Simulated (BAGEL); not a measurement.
# PBE0/def2-SVP (density fitting with qzvpp-jkfit) run of CH6GaP (SMILES [CH3][GaH][PH2])

Aim: the energy change on altering one bond length of CH6GaP at PBE0/def2-SVP (density fitting with qzvpp-jkfit), from 2 runs. 

The results are computed with BAGEL 1.2.2.

22 further runs of the same task are left out: 2 that didn't finish, 20 set aside as unsound or not needed.

**1. The system as given**

CH6GaP: 9 atoms, total charge 0, spin state singlet. As SMILES, `[CH3][GaH][PH2]`. Geometry: a GFN2-xTB relaxation, a rough one for these elements and not checked as a minimum. This is one conformer, not always the lowest.

Bond lengths: C1–Ga2 2.047 Å, Ga2–P3 2.352 Å, C1–H4 1.094 Å, C1–H5 1.094 Å, C1–H6 1.095 Å, Ga2–H7 1.608 Å, P3–H8 1.402 Å, P3–H9 1.401 Å. Some angles: C1–Ga2–P3 125.7°, C1–Ga2–H7 114.7°, P3–Ga2–H7 119.5°, Ga2–C1–H4 111.1°, Ga2–C1–H5 111.1°, Ga2–C1–H6 111.3°, Ga2–P3–H8 89.1°, Ga2–P3–H9 89.0°, H4–C1–H5 107.2°, H4–C1–H6 107.9°.

**2. A single-point energy at PBE0/def2-SVP (density fitting with qzvpp-jkfit)**

The input, job.json:

```json
{ "bagel": [

{
  "title": "molecule",
  "basis": "svp",
  "df_basis": "qzvpp-jkfit",
  "angstrom": true,
  "geometry": [
    { "atom": "C", "xyz": [      -0.829830,       1.065430,      -0.632750 ] },
    { "atom": "Ga", "xyz": [       0.794930,      -0.157000,      -0.395180 ] },
    { "atom": "P", "xyz": [       1.168760,      -1.608600,       1.416820 ] },
    { "atom": "H", "xyz": [      -0.537040,       2.119220,      -0.613300 ] },
    { "atom": "H", "xyz": [      -1.322170,       0.884280,      -1.592760 ] },
    { "atom": "H", "xyz": [      -1.566390,       0.906940,       0.161520 ] },
    { "atom": "H", "xyz": [       1.870320,      -0.085030,      -1.588300 ] },
    { "atom": "H", "xyz": [       0.044620,      -2.349870,       1.026650 ] },
    { "atom": "H", "xyz": [       0.376800,      -0.775370,       2.217310 ] }
  ]
},

{ "title": "ks", "xc_func": "pbe0" },

{ "title": "print", "file": "orbitals.molden", "orbitals": true }

]}
```

Run with:

```
$ BAGEL_NUM_THREADS=1 BAGEL job.json > job.out
```

What it wrote:

```text
* using 1 threads per process

  ===============================================================
  ===============================================================

  *** Geometry ***

  { "atom" : "C", "xyz" : [     -1.568151,      2.013371,     -1.195724 ] },
  { "atom" : "Ga", "xyz" : [      1.502200,     -0.296687,     -0.746782 ] },
  { "atom" : "P", "xyz" : [      2.208636,     -3.039813,      2.677402 ] },
  { "atom" : "H", "xyz" : [     -1.014859,      4.004745,     -1.158969 ] },
  { "atom" : "H", "xyz" : [     -2.498539,      1.671047,     -3.009880 ] },
  { "atom" : "H", "xyz" : [     -2.960048,      1.713868,      0.305229 ] },
  { "atom" : "H", "xyz" : [      3.534393,     -0.160683,     -3.001452 ] },
  { "atom" : "H", "xyz" : [      0.084320,     -4.440611,      1.940087 ] },
  { "atom" : "H", "xyz" : [      0.712049,     -1.465237,      4.190109 ] },

  Number of auxiliary basis functions:      577

  Since a DF basis is specified, we compute 2- and 3-index integrals:
    o Being stored without compression. Storage requirement is 0.041 GB

  Number of basis functions:       94
  Number of electrons      :       58

    * METHOD: MOLECULE                             0.28

  *** Kohn-Sham DFT ***

    * Removing 15127 points whose weight is below 1.00e-10
    * Grid points: 119027

  === Nuclear Repulsion ===
   238.9285342440

       - DIIS with orbital gradients will be used.

  === KS iteration (pbe0 / svp) ===
      0      -2235.86986639          0.07355471           0.50
      1      -2052.43940860          0.18145591           0.48
      2      -2150.11806990          0.12281774           0.48
      3      -2259.14862530          0.10259369           0.48
      4      -2202.65022912          0.35640136           0.49
      5      -2275.38167011          0.11097849           0.50
      6      -2237.24704538          0.14207424           0.49
      7      -2303.63798510          0.06735455           0.50
      8      -2293.91189137          0.07047689           0.49
      9      -2281.14236609          0.12140315           0.47
     10      -2304.64905096          0.04848745           0.48
     11      -2307.06741883          0.00689798           0.48
     12      -2307.06994153          0.00678536           0.49
     13      -2307.09378685          0.00079665           0.49
     14      -2307.09420453          0.00025660           0.49
     15      -2307.09423615          0.00006913           0.49
     16      -2307.09423916          0.00002214           0.48
     17      -2307.09423960          0.00000352           0.49
     18      -2307.09423961          0.00000112           0.50
     19      -2307.09423961          0.00000038           0.49
     20      -2307.09423961          0.00000017           0.49
     21      -2307.09423961          0.00000008           0.50
     22      -2307.09423961          0.00000003           0.50
     23      -2307.09423961          0.00000001           0.50
    * SCF iteration converged.

    * Permanent dipole moment:
           (    0.491938,    -0.240830,     0.032573) a.u.

    * METHOD: KS                                  12.40

    * METHOD: PRINT                                0.03

  ===============================================================
```

It took 13 s on 1 thread of AMD EPYC 9R14 (Zen 4), shared host; peak memory 0.56 GiB.

**3. The distorted shape**

The input, job.json:

```json
{ "bagel" : [

{
  "title" : "molecule",
  "basis" : "svp",
  "df_basis" : "qzvpp-jkfit",
  "angstrom" : "true",
  "geometry" : [
    { "atom" : "C", "xyz" : [   -0.239021,    1.282810,    0.519264 ] },
    { "atom" : "Ga", "xyz" : [    1.385739,    0.060380,    0.756834 ] },
    { "atom" : "P", "xyz" : [    1.759569,   -1.391220,    2.568834 ] },
    { "atom" : "H", "xyz" : [    0.053769,    2.336600,    0.538714 ] },
    { "atom" : "H", "xyz" : [   -1.322170,    0.884280,   -1.592760 ] },
    { "atom" : "H", "xyz" : [   -0.975581,    1.124320,    1.313534 ] },
    { "atom" : "H", "xyz" : [    2.461129,    0.132350,   -0.436286 ] },
    { "atom" : "H", "xyz" : [    0.635429,   -2.132490,    2.178664 ] },
    { "atom" : "H", "xyz" : [    0.967609,   -0.557990,    3.369324 ] }
  ]
},
{
  "title" : "ks",
  "xc_func" : "pbe0"
},
{
  "title" : "print",
  "file" : "orbitals.molden",
  "orbitals" : "true"
}

]}
```

Run with:

```
$ BAGEL_NUM_THREADS=1 BAGEL job.json > job.out
```

What it wrote:

```text
* using 1 threads per process

  ===============================================================
  ===============================================================

  *** Geometry ***

  { "atom" : "C", "xyz" : [     -0.451684,      2.424160,      0.981267 ] },
  { "atom" : "Ga", "xyz" : [      2.618667,      0.114102,      1.430209 ] },
  { "atom" : "P", "xyz" : [      3.325104,     -2.629025,      4.854393 ] },
  { "atom" : "H", "xyz" : [      0.101609,      4.415534,      1.018022 ] },
  { "atom" : "H", "xyz" : [     -2.498539,      1.671047,     -3.009880 ] },
  { "atom" : "H", "xyz" : [     -1.843581,      2.124657,      2.482220 ] },
  { "atom" : "H", "xyz" : [      4.650860,      0.250105,     -0.824461 ] },
  { "atom" : "H", "xyz" : [      1.200787,     -4.029822,      4.117078 ] },
  { "atom" : "H", "xyz" : [      1.828516,     -1.054448,      6.367100 ] },

  Number of auxiliary basis functions:      577

  Since a DF basis is specified, we compute 2- and 3-index integrals:
    o Being stored without compression. Storage requirement is 0.041 GB

  Number of basis functions:       94
  Number of electrons      :       58

    * METHOD: MOLECULE                             0.28

  *** Kohn-Sham DFT ***

    * Removing 14032 points whose weight is below 1.00e-10
    * Grid points: 120122

  === Nuclear Repulsion ===
   234.9866398639

       - DIIS with orbital gradients will be used.

  === KS iteration (pbe0 / svp) ===
      0      -2236.58971314          0.07316662           0.49
      1      -2054.54579158          0.17517099           0.47
      2      -2150.82728671          0.12225016           0.48
      3      -2260.30318256          0.10440072           0.47
      4      -2267.09630963          0.15830944           0.47
      5      -2276.71516169          0.23807343           0.47
      6      -2292.59069942          0.13445485           0.48
      7      -2232.63867125          0.15908148           0.48
      8      -2289.79402369          0.08942617           0.50
      9      -2236.57179680          0.16582818           0.49
     10      -2286.57614649          0.11081808           0.48
     11      -2306.04408051          0.03501100           0.49
     12      -2306.14148062          0.02999371           0.49
     13      -2306.07546682          0.02667558           0.49
     14      -2306.76372157          0.01082913           0.49
     15      -2306.86883684          0.00753726           0.49
     16      -2306.91327875          0.00158054           0.50
     17      -2306.91428316          0.00096669           0.49
     18      -2306.91507960          0.00017752           0.50
     19      -2306.91510292          0.00006553           0.50
     20      -2306.91510594          0.00002149           0.50
     21      -2306.91510618          0.00000293           0.50
     22      -2306.91510619          0.00000163           0.50
     23      -2306.91510619          0.00000030           0.49
     24      -2306.91510619          0.00000020           0.49
     25      -2306.91510619          0.00000012           0.49
     26      -2306.91510619          0.00000003           0.49
     27      -2306.91510619          0.00000002           0.49
     28      -2306.91510619          0.00000001           0.49
    * SCF iteration converged.

    * Permanent dipole moment:
           (    0.165498,    -0.214334,    -0.535990) a.u.

    * METHOD: KS                                  14.81

    * METHOD: PRINT                                0.03

  ===============================================================
```

Wall time 16 s (1 thread of AMD EPYC 9R14 (Zen 4), shared host); peak memory 0.56 GiB.

**4. What came out**

Level: PBE0/def2-SVP (density fitting with qzvpp-jkfit).

| quantity | value |
| --- | --- |
| first shape: total energy | -2307.09424 Eh |
| first shape: dipole moment | 1.39 D |
| first shape: HOMO energy | -7.13 eV |
| first shape: LUMO energy | -1.51 eV |
| first shape: HOMO–LUMO gap | 5.62 eV |
| distorted shape: total energy | -2306.91511 Eh |
| distorted shape: dipole moment | 1.53 D |
| distorted shape: HOMO energy | -7.07 eV |
| distorted shape: LUMO energy | -3.37 eV |
| distorted shape: HOMO–LUMO gap | 3.70 eV |
| energy change with the C1–H5 bond stretched from 1.094 to 2.407 Å | 4.874 eV |

**Reading.** One bond (distorted shape) is far stretched, which a spin-restricted single reference describes badly; a broken-symmetry solution may lie lower. With the C1–H5 bond stretched from 1.094 to 2.407 Å the energy rises by 4.87 eV (112 kcal/mol). The first shape isn't relaxed at this level, so the change isn't measured from a minimum. A restricted reference can't describe the breaking bond well at this length.
